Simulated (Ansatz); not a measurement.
# GdO (F-43m) in Ansatz: further runs

The runs below take GdO through single point, with r2SCAN50, HF.

All numbers are computed with Ansatz 0.2.0; they aren't measurements. Logs are shortened: lines on timing, memory, paths and dates and some standing lists are left out, and cuts for length are marked.

## (1) The crystal as given

The structure is cubic, space group F-43m (No. 216). Conventional cell: a = 5.400 Å, b = 5.400 Å, c = 5.400 Å, α = 90.00°, β = 90.00°, γ = 90.00°. Gd (site symmetry -43m) is surrounded by 4 O at 2.34 Å. O (site symmetry -43m) is surrounded by 4 Gd at 2.34 Å.

The cell comes from a database or a generator and needn't be the stable form of this composition.

## (2) Single point, r2SCAN50, collinear spin, ferromagnetic start

input reads:

```
crystal:
  lattice:
    - [0.0, 2.7, 2.7]
    - [2.7, 0.0, 2.7]
    - [2.7, 2.7, 0.0]
  atoms:
    - { symbol: Gd, position: [0.0, 0.0, 0.0], spin: 7.0 }
    - { symbol: O, position: [0.25, 0.25, 0.25] }
hamiltonian:
  xc: r2scan50
  pseudopotentials: { kind: paw }
magnetization:
  spin_polarized: true
kpoints:
  mp_grid: { grid: [5, 5, 5] }
scf:
  occupations: { method: fermi_dirac, width: 0.05 }
output:
  forces: true
  stress: true
  eigenvalues: true
  write_density: true
  write_potential: true
  elf: true
  volumetric_format: npy
```

Potentials or basis: Ansatz PAW.

The log of the run:

```text
Warning: output.stress: scf.convergence.dr2_threshold = 1e-7 eV (the SCF's general default) is looser than the 2e-10 eV advised for a printed stress (1e-10 eV for each atom of the cell: 2). What an SCF threshold leaves in a stress goes as its square root, and in the free energy as the threshold itself, and one threshold admits the most on a small cell: of the crystals measured, under no hybrid functional and no lock of the moments, on runs that ended without the residual-converged pass, on stresses that held no estimate of that error, the worst erred by over 100 MPa in a component at 1e-7 eV an atom and by under 5 at 1e-10. Set scf.convergence.dr2_threshold to 2e-10 eV or tighter. The threshold is an SCF's pass mark: one that does not reach it within its budget of iterations ends unconverged, or closes short of it on a stop that the run arms, and scf.convergence.dr2_threshold's page says what that costs each kind of run
Warning: output.stress: scf.exx.energy_threshold = 1e-6 eV is looser than the 2e-8 eV advised for a stress under a hybrid functional (1e-8 eV for each atom of the cell: 2). Every SCF of the exchange loop can meet its threshold on dr2 while the loop round them stops early: no threshold on dr2 bounds what that leaves in the stress. Set scf.exx.energy_threshold to 2e-8 eV or tighter. The threshold is the loop's pass mark: a loop that does not reach it within its budget of cycles ends unconverged, and scf.exx.energy_threshold's page has the law
GPUs: using 1 of 1 available (devices: 1).
Engine: ansatz 0.2.0, x86_64-unknown-linux-gnu
Pseudopotentials: kind: paw
Pseudopotential: Gd, paw, valence charge 18, recommended cutoff 500 eV (meta_gga), Gd.paw.azcp
Pseudopotential: O, paw, valence charge 6, recommended cutoff 500 eV (meta_gga), O.paw.azcp
Functional definition: r2SCAN50
  parameter a = 0.5
  parameter k0 = 0.174
  parameter k1 = 0.065
  parameter a1 = 4.9479
  exchange = (1 - a)*r2scan_x(k0 = k0, k1 = k1, a1 = a1) + a*exact_x
  correlation = r2scan_c
device memory: the entry about to start is reckoned to put 1.1 GiB on a device that reports 57.0 GiB free (of which the cap on the GPU budget leaves the run 18.0 GiB)
GPU FFT provider: cuFFT
GPU libraries: cuBLAS 13.8.2, cuFFT 12.4.0, cuSOLVER 12.3.4
Crystal: 2 atoms, lattice volume = 39.366 Å³
Basis set: ecut = 500 eV, 965 PW (Γ), exchange–correlation on 120×120×120 points (64 copies of the dense FFT grid, shifted against one another)
Bands: 20, of which v1, the nominal top of the filled ones, is band 12 counted from 1 (11 counted from 0)
Symmetry: 24 space group operations
Space group: F-43m (ITA 216), of the structure as read, at distance tolerance 3.4e-5 Å
Magnetic group: BNS 216.74 (UNI 1576), of the structure as read, at distance tolerance 3.4e-5 Å
k-points: 10 of 125 (time reversal used)
Non-local potential: Gd, projectors of the file, l = 0: 3, l = 1: 2, l = 2: 2, l = 3: 3
Non-local potential: O, projectors of the file, l = 0: 2, l = 1: 2, l = 2: 1
PAW form: soft (Blöchl's): semilocal exchange-correlation on the pseudo side does not see the compensation charge
PAW frozen core: Gd, regenerated for the run's functional, and the local potential with it (the file was generated under x = pbe(κ = 0.804, μ = 0.2195149727645171), c = pbe(β = 0.06672455060314922))
PAW frozen core: O, regenerated for the run's functional, and the local potential with it (the file was generated under x = pbe(κ = 0.804, μ = 0.2195149727645171), c = pbe(β = 0.06672455060314922))
PAW one-centre angular grid: Gd, 2702 points (default); XC on 224 Gauss nodes
PAW one-centre angular grid: O, 302 points (default); XC on 160 Gauss nodes
Initial density: superposition of atomic densities (chi_scale 0.1, normalization cell, long waves kept (reshape's long-wave potential 0.00 eV rms))
Starting moments: Σ|m| = 7 μB on 1 of 2 sites
Initial wavefunctions: pseudopotential atomic-orbital guess
GPU buffer pool allocated for 27000 grid points (all kernels)
GPU transforms: local potential: pruned to the plane-wave sphere, on 27×27×27; band sums: pruned to the plane-wave sphere, on 30×30×30
Functional: x = r2scan, c = r2scan; τ floored in thin density (d = 2e-4 eV/Å³), warm-up for x = 0.5 r2scan + 0.5 exact, c = r2scan; τ floored in thin density (d = 2e-4 eV/Å³)
iter 1 solved again at ethr=3.75e-2 eV; its pass at ethr=1.00e-1 eV (dr2=8.99e0 eV) is discarded
SCF iter   1: F=—  HF=-9913.459190 eV  |F-HF|=—  |Δ(HF+E_count)|=         —  Δρ=2.34e-1 (↑2.34e-1 ↓1.45e-1)  dr2=9.00e0  dr2_τ=5.21e-1  dr2_m=1.19e1  M=6.016 μB ∫|m|=6.306 μB  β_m=1.00  ethr=3.75e-2  ⟨swp⟩=2.0  Hψ=1796  notcnv=0
preconditioner: auto → Kerker (q_TF=auto, 2.512 Å⁻¹)  [metal: Δε(μ)=0.001 eV  Ē_g=13.067 eV  σ=0.050 eV  W_gap=0.01  n_scr=14 (ndim 8)  ℏωp=27.8 eV  f_vac=0.000  D(μ)=13.72/eV (n_scr^D=330)]
[... 78 lines left out ...]
Exchange kernel: α = 0.5000, full range, Wigner–Seitz truncation, v(0) = 10029.2010 eV·Å³, q-mesh 5×5×5, nearest image of the exchange supercell L = 19.09 Å, pair-density grid 18×18×18, without the augmentation charges, whose exchange is taken in its separable form by FFT convolution over the k-point mesh (sized by the pseudopotential files, 24×24×24 at the most), smooth part of the exact exchange by density-matrix convolution in up to 2.60 GiB of GPU memory as planned if the GPU has room (build and FFT work areas not counted)
Frozen-core exchange: fock
SCF iter   1: F=—  HF=-9913.471164 eV  |F-HF|=—  |Δ(HF+E_count)|=         —  Δρ=2.71e-4 (↑2.71e-4 ↓1.24e-4)  dr2=4.16e-5  dr2_τ=1.06e-6  dr2_m=1.29e-5  M=8.000 μB ∫|m|=8.002 μB  β_m=0.30  ethr=6.12e-6  ⟨swp⟩=4.7  Hψ=921  notcnv=0
preconditioner: auto → none  [insulator: Δε(μ)=1.924 eV  Ē_g=22.881 eV  σ=0.050 eV  W_gap=1.00  n_scr=14 (ndim 8)  ℏωp=27.8 eV  f_vac=0.034  D(μ)=0.00/eV (n_scr^D=0)]
SCF iter   2: F=—  HF=-9913.471164 eV  |F-HF|=—  |Δ(HF+E_count)|=   2.07e-7  Δρ=1.03e-4 (↑1.03e-4 ↓8.83e-5)  dr2=3.10e-5  dr2_τ=1.67e-7  dr2_m=2.96e-6  M=8.000 μB ∫|m|=8.002 μB  β_m=0.47  ethr=4.58e-8  ⟨swp⟩=3.9  Hψ=828  notcnv=0
SCF iter   3: F=—  HF=-9913.471507 eV  |F-HF|=—  |Δ(HF+E_count)|=   3.44e-4  Δρ=1.04e-4 (↑1.04e-4 ↓9.52e-5)  dr2=2.67e-6  dr2_τ=2.34e-7  dr2_m=3.45e-6  M=8.000 μB ∫|m|=8.002 μB  β_m=0.47  ethr=2.99e-9  ⟨swp⟩=5.4  Hψ=1507  notcnv=0
SCF iter   4: F=—  HF=-9913.471508 eV  |F-HF|=—  |Δ(HF+E_count)|=   9.55e-7  Δρ=2.57e-5 (↑2.54e-5 ↓2.57e-5)  dr2=2.86e-6  dr2_τ=8.73e-9  dr2_m=1.85e-7  M=8.000 μB ∫|m|=8.002 μB  β_m=0.65  ethr=1.24e-9  ⟨swp⟩=4.0  Hψ=838  notcnv=0
SCF iter   5: F=—  HF=-9913.471523 eV  |F-HF|=—  |Δ(HF+E_count)|=   1.51e-5  Δρ=9.58e-5 (↑9.58e-5 ↓9.04e-5)  dr2=4.41e-7  dr2_τ=2.71e-7  dr2_m=3.06e-6  M=8.000 μB ∫|m|=8.002 μB  β_m=0.65  ethr=1.03e-9  ⟨swp⟩=5.5  Hψ=1432  notcnv=0
SCF iter   6: F=—  HF=-9913.471524 eV  |F-HF|=—  |Δ(HF+E_count)|=   7.17e-7  Δρ=6.85e-6 (↑6.85e-6 ↓4.55e-6)  dr2=2.72e-7  dr2_τ=6.81e-10  dr2_m=4.79e-9  M=8.000 μB ∫|m|=8.002 μB  β_m=0.82  ethr=1.03e-9  ⟨swp⟩=4.5  Hψ=853  notcnv=0
Mixer restart at iter 6: flushing history
SCF iter   7: F=—  HF=-9913.471525 eV  |F-HF|=—  |Δ(HF+E_count)|=   1.01e-6  Δρ=4.05e-5 (↑4.05e-5 ↓3.25e-5)  dr2=6.78e-8  dr2_τ=4.13e-8  dr2_m=4.76e-7  M=8.000 μB ∫|m|=8.002 μB  β_m=0.82  ethr=6.46e-11  ⟨swp⟩=6.2  Hψ=1694  notcnv=0
SCF iter   8: F=—  HF=-9913.471525 eV  |F-HF|=—  |Δ(HF+E_count)|=   1.37e-7  Δρ=1.53e-5 (↑6.95e-6 ↓1.53e-5)  dr2=3.56e-8  dr2_τ=2.45e-9  dr2_m=4.39e-8  M=8.000 μB ∫|m|=8.002 μB  β_m=0.91  ethr=6.46e-11  ⟨swp⟩=5.7  Hψ=1258  notcnv=0
SCF iter   9: F=—  HF=-9913.471525 eV  |F-HF|=—  |Δ(HF+E_count)|=   6.74e-8  Δρ=1.07e-5 (↑1.07e-5 ↓3.39e-6)  dr2=7.66e-8  dr2_τ=2.14e-9  dr2_m=4.96e-9  M=8.000 μB ∫|m|=8.002 μB  β_m=0.72  ethr=6.46e-11  ⟨swp⟩=5.2  Hψ=1238  notcnv=0
SCF iter  10: F=-9913.471525 eV  HF=-9913.471525 eV  |F-HF|=3.04e-10  |Δ(HF+E_count)|=   2.71e-8  Δρ=2.56e-6 (↑2.52e-6 ↓2.56e-6)  dr2=1.01e-9  dr2_τ=1.76e-10  dr2_m=2.26e-9  M=8.000 μB ∫|m|=8.002 μB  ethr=6.46e-11  ⟨swp⟩=5.0  Hψ=930  notcnv=0
SCF 5 converged in 10 iterations: F = -9913.471525 eV  dr2 = 1.01e-9
  Residual-converged pass: ⟨swp⟩=2.9  Hψ=685  notcnv=0  max |occ|·‖R‖ = 2.4e-6 eV (tolerance 2.4e-6 eV)  dr2=9.91e-10  dr2_τ=1.76e-10  dr2_m=2.26e-9  dr2_onsite=5.78e-10  max |Δocc| = 1.7e-17
hybrid outer 4: dexx = +1.007e-4 eV, tail = 3.99e-6 eV, Δε = 1.91e-2 eV (about 4.85e-3 eV left of the loop's levels)
GPU FFT provider: cuFFT
GPU libraries: cuBLAS 13.8.2, cuFFT 12.4.0, cuSOLVER 12.3.4
GPU buffer pool allocated for 27000 grid points (all kernels)
GPU transforms: local potential: pruned to the plane-wave sphere, on 27×27×27; band sums: pruned to the plane-wave sphere, on 30×30×30
Exchange kernel: α = 0.5000, full range, Wigner–Seitz truncation, v(0) = 10029.2010 eV·Å³, q-mesh 5×5×5, nearest image of the exchange supercell L = 19.09 Å, pair-density grid 18×18×18, without the augmentation charges, whose exchange is taken in its separable form by FFT convolution over the k-point mesh (sized by the pseudopotential files, 24×24×24 at the most), smooth part of the exact exchange by density-matrix convolution in up to 2.60 GiB of GPU memory as planned if the GPU has room (build and FFT work areas not counted)
Frozen-core exchange: fock
SCF iter   1: F=—  HF=-9913.471524 eV  |F-HF|=—  |Δ(HF+E_count)|=         —  Δρ=7.09e-6 (↑6.06e-6 ↓7.09e-6)  dr2=1.98e-8  dr2_τ=1.30e-9  dr2_m=1.35e-8  M=8.000 μB ∫|m|=8.002 μB  β_m=0.30  ethr=2.24e-8  ⟨swp⟩=5.7  Hψ=953  notcnv=0
preconditioner: auto → none  [insulator: Δε(μ)=1.931 eV  Ē_g=22.880 eV  σ=0.050 eV  W_gap=1.00  n_scr=14 (ndim 8)  ℏωp=27.8 eV  f_vac=0.034  D(μ)=0.00/eV (n_scr^D=0)]
SCF iter   2: F=—  HF=-9913.471524 eV  |F-HF|=—  |Δ(HF+E_count)|=   7.74e-8  Δρ=6.34e-6 (↑6.04e-6 ↓6.34e-6)  dr2=9.64e-9  dr2_τ=8.44e-10  dr2_m=1.18e-8  M=8.000 μB ∫|m|=8.002 μB  β_m=0.53  ethr=2.85e-11  ⟨swp⟩=5.8  Hψ=1278  notcnv=0
SCF iter   3: F=-9913.471524 eV  HF=-9913.471524 eV  |F-HF|=8.00e-10  |Δ(HF+E_count)|=   1.54e-8  Δρ=3.79e-6 (↑3.79e-6 ↓1.60e-6)  dr2=2.50e-9  dr2_τ=1.73e-10  dr2_m=2.53e-9  M=8.000 μB ∫|m|=8.002 μB  ethr=2.85e-11  ⟨swp⟩=5.8  Hψ=999  notcnv=0  defer=1
SCF 6 converged in 3 iterations: F = -9913.471524 eV  dr2 = 2.50e-9
  Residual-converged pass: ⟨swp⟩=3.0  Hψ=688  notcnv=0  max |occ|·‖R‖ = 2.4e-6 eV (tolerance 2.4e-6 eV)  dr2=2.48e-9  dr2_τ=1.74e-10  dr2_m=2.55e-9  dr2_onsite=7.35e-10  max |Δocc| = 2.4e-19
hybrid outer 5: dexx = +1.467e-7 eV, tail = 1.46e-8 eV, Δε = 5.30e-4 eV (about 1.26e-4 eV left of the loop's levels), ΔF = 2.78e-17 eV/Å (tail 1.97e-17)
this state was not tested for a lower state beside it, because the functional holds exact exchange (a hybrid, or Hartree-Fock), whose exchange loop this test does not read (fock_operator); the stability check (scf.self_checks: high) cannot read this state: a pseudopotential is PAW: the check reads norm-conserving sets alone
hybrid SCF converged: 5 outer / 31 inner (+16 warm-up), last move |dexx| = 1.47e-7 eV, tail = 1.46e-8 eV
Magnetization: 8.0000 μB (16.0000 up, 8.0000 down)
Absolute magnetization: 8.0017 μB (∫|ρ↑−ρ↓|, with the PAW one-centre terms)
Spin contamination: 0.0082 ħ² per cell (⟨S²⟩ above its minimum at these occupations)
Per-site moments (μB) at R_I (Å): [(7.061315442682231, 0.9645357934649187), (0.05441130313830517, 0.9645357934649187)]
Free energy (F): -9913.471524 eV
Frozen-core exchange: fock
Harris-Foulkes:  -9913.471524 eV  (|F-HF|=8.00e-10)
Internal energy: -9913.471524 eV  (E = F + TS)
E sigma→0 (E₀):  -9913.471524 eV
Fermi energy:    11.957829 eV
--- Per-component energies (eV) ---
  E_band       = -155.744152
  E_kinetic    = 575.649037
  E_local      = -2481.239985  (includes V_loc(G=0)·N_el)
  E_nonlocal   = 331.393085
  E_hartree    = 1013.404097
  E_xc         = -162.720723
  E_vxc        = -201.084161  (∫ρ·V_xc dr)
  E_exx        = -176.579830  (= α·E_x^exact, valence–valence)
  E_paw        = -6582.849638  (= ΣΔE_a)
  E_vpaw       = -61.183039  (= ΣTr[D̂ρ^β])
  E_aug_tail   = 0.001038  (compensation charges beyond the density's cutoff)
  E_vtau       = 7.072419  (kinetic-family band-sum trace: ∫τ·v_τ [+ j·A + Jᵃ·Aᵃ] dr)
  E_ewald      = -2431.631488
  E_core_change = 1.102888  (= ΣΔE_core)
  E_smearing   = -0.000000  (= −TS)
  E_closure    = -0.000004  (closes the sum)
  Σ components = -9913.471524   (vs F -9913.471524, Δ=1.82e-12)
--- Forces (eV/Å), atoms counted from 1 ---
  atom   1  Gd     0.00000000     0.00000000     0.00000000
  atom   2  O     -0.00000000     0.00000000     0.00000000
  max |Σ_I F_I| component: 1.23e-16 eV/Å
--- Stress (GPa, compression-positive) ---
       -3.377370      -0.000000      -0.000000
       -0.000000      -3.377370       0.000000
       -0.000000       0.000000      -3.377370
  P = ⅓ Tr σ = -3.3774 GPa (-33.774 kbar)
--- Band table (eV; the first three rows and the last of 20) ---
  k-point 0 ↑: bands = ["-41.1960", "-15.6039", "-15.6039", "-15.6039", "-13.2964", "-0.1913", "-0.1913", "-0.1913", "-0.1425", "-0.0653", "-0.0653", "-0.0653", "3.5965", "3.5965", "3.5965", "7.9558", "17.1223", "17.1223", "18.8269", "18.8269"]
  k-point 1 ↑: bands = ["-41.1784", "-16.2031", "-15.6385", "-15.6385", "-12.7560", "-0.2006", "-0.1765", "-0.1765", "-0.1073", "-0.0875", "-0.0875", "-0.0646", "3.2916", "3.7864", "3.7864", "9.6057", "16.4581", "16.4581", "17.8446", "19.5979"]
  k-point 2 ↑: bands = ["-41.1499", "-16.8743", "-15.6936", "-15.6936", "-12.2155", "-0.1901", "-0.1744", "-0.1744", "-0.1074", "-0.0928", "-0.0928", "-0.0635", "3.6258", "4.0415", "4.0415", "10.9391", "16.6071", "16.6071", "17.0057", "19.2330"]
  k-point 9 ↓: bands = ["-37.1194", "-15.1837", "-13.0129", "-12.8436", "-10.3231", "3.9539", "4.4798", "4.9839", "15.2326", "15.8397", "18.6706", "20.2120", "20.5190", "20.9454", "21.0143", "21.1872", "21.2186", "21.4742", "21.5616", "22.0276"]
```

It took 40 s on 1 × NVIDIA H100 80GB HBM3 with 2 threads of AMD EPYC 7R13 (Zen 3), shared host; peak memory 2 GiB.

Results:

```yaml
Free_energy: -9913.4715 eV
Pressure: -3.4 GPa
Band_gap_on_the_k_mesh: 1.93 eV, indirect (least direct gap 4.17 eV)
Net_moment: 8.00 μB per cell
Absolute_moment: 8.00 μB per cell
Site_moments: Gd +7.06; O +0.05 μB
```

Caveat: the magnetic or orbital state may not be the lowest; odd divisions of the mesh miss points on the zone boundary, where band edges often lie, so the gap on the mesh can be too wide; spin-orbit coupling is left out, which moves the levels of the heavy elements; a cell with one magnetic atom can't hold antiferromagnetic order, which such compounds often take; the PAW data sets come from PBE, with cores solved anew for the run's functional, which leaves a small shift of forces and pressure; the thresholds are loose for stress. The state reached can hang on the start; a lower one may exist.

## (3) Single point, HF, collinear spin, ferromagnetic start

input, as its differences from that of step 2:

```diff
@@ -9,3 +9,3 @@
 hamiltonian:
-  xc: r2scan50
+  xc: hf
   pseudopotentials: { kind: paw }
@@ -21,5 +21 @@
   eigenvalues: true
-  write_density: true
-  write_potential: true
-  elf: true
-  volumetric_format: npy
```

Potentials or basis: Ansatz PAW.

The log of the run:

```text
Warning: output.stress: scf.convergence.dr2_threshold = 1e-7 eV (the SCF's general default) is looser than the 2e-10 eV advised for a printed stress (1e-10 eV for each atom of the cell: 2). What an SCF threshold leaves in a stress goes as its square root, and in the free energy as the threshold itself, and one threshold admits the most on a small cell: of the crystals measured, under no hybrid functional and no lock of the moments, on runs that ended without the residual-converged pass, on stresses that held no estimate of that error, the worst erred by over 100 MPa in a component at 1e-7 eV an atom and by under 5 at 1e-10. Set scf.convergence.dr2_threshold to 2e-10 eV or tighter. The threshold is an SCF's pass mark: one that does not reach it within its budget of iterations ends unconverged, or closes short of it on a stop that the run arms, and scf.convergence.dr2_threshold's page says what that costs each kind of run
Warning: output.stress: scf.exx.energy_threshold = 1e-6 eV is looser than the 2e-8 eV advised for a stress under a hybrid functional (1e-8 eV for each atom of the cell: 2). Every SCF of the exchange loop can meet its threshold on dr2 while the loop round them stops early: no threshold on dr2 bounds what that leaves in the stress. Set scf.exx.energy_threshold to 2e-8 eV or tighter. The threshold is the loop's pass mark: a loop that does not reach it within its budget of cycles ends unconverged, and scf.exx.energy_threshold's page has the law
[... 203 lines left out ...]
  k-point 0 ↑: bands = ["-46.1476", "-18.3562", "-18.3562", "-18.3562", "-17.4481", "-5.4669", "-5.4669", "-5.4669", "-5.4631", "-5.3843", "-5.3843", "-5.3843", "1.8259", "1.8259", "1.8259", "7.0429", "20.5728", "20.5728", "22.1329", "22.1329"]
  k-point 1 ↑: bands = ["-46.1254", "-19.4174", "-18.3989", "-18.3989", "-16.4678", "-5.4965", "-5.4556", "-5.4556", "-5.4205", "-5.4010", "-5.4010", "-5.3838", "1.4618", "2.0259", "2.0259", "8.8834", "19.7257", "19.7257", "20.9158", "23.1512"]
  k-point 2 ↑: bands = ["-46.0889", "-20.2871", "-18.4669", "-18.4669", "-15.7743", "-5.5007", "-5.4549", "-5.4549", "-5.4170", "-5.4073", "-5.4073", "-5.3830", "1.8112", "2.3132", "2.3132", "10.2913", "19.8607", "19.8607", "19.9528", "22.7172"]
  k-point 9 ↓: bands = ["-41.3599", "-18.9015", "-15.1662", "-14.9779", "-12.8867", "2.2222", "2.7910", "3.2766", "18.9604", "19.3443", "22.5772", "24.7362", "25.0389", "26.4946", "27.7298", "28.9228", "29.3515", "29.8743", "30.0070", "30.0979"]
```

Wall time 33 s (1 × NVIDIA H100 80GB HBM3 with 2 threads of AMD EPYC 7R13 (Zen 3), shared host); peak memory 1.7 GiB.

What came out:

```yaml
Free_energy: -9801.8724 eV
Pressure: 4.5 GPa
Band_gap_on_the_k_mesh: 6.14 eV, indirect (least direct gap 7.90 eV)
Net_moment: 8.00 μB per cell
Absolute_moment: 8.00 μB per cell
Site_moments: Gd +7.07; O +0.01 μB
```

Caveat: the magnetic or orbital state may not be the lowest; odd divisions of the mesh miss points on the zone boundary, where band edges often lie, so the gap on the mesh can be too wide; spin-orbit coupling is left out, which moves the levels of the heavy elements; a cell with one magnetic atom can't hold antiferromagnetic order, which such compounds often take; the PAW data sets come from PBE, with cores solved anew for the run's functional, which leaves a small shift of forces and pressure; the thresholds are loose for stress. A k mesh can miss the band edges.
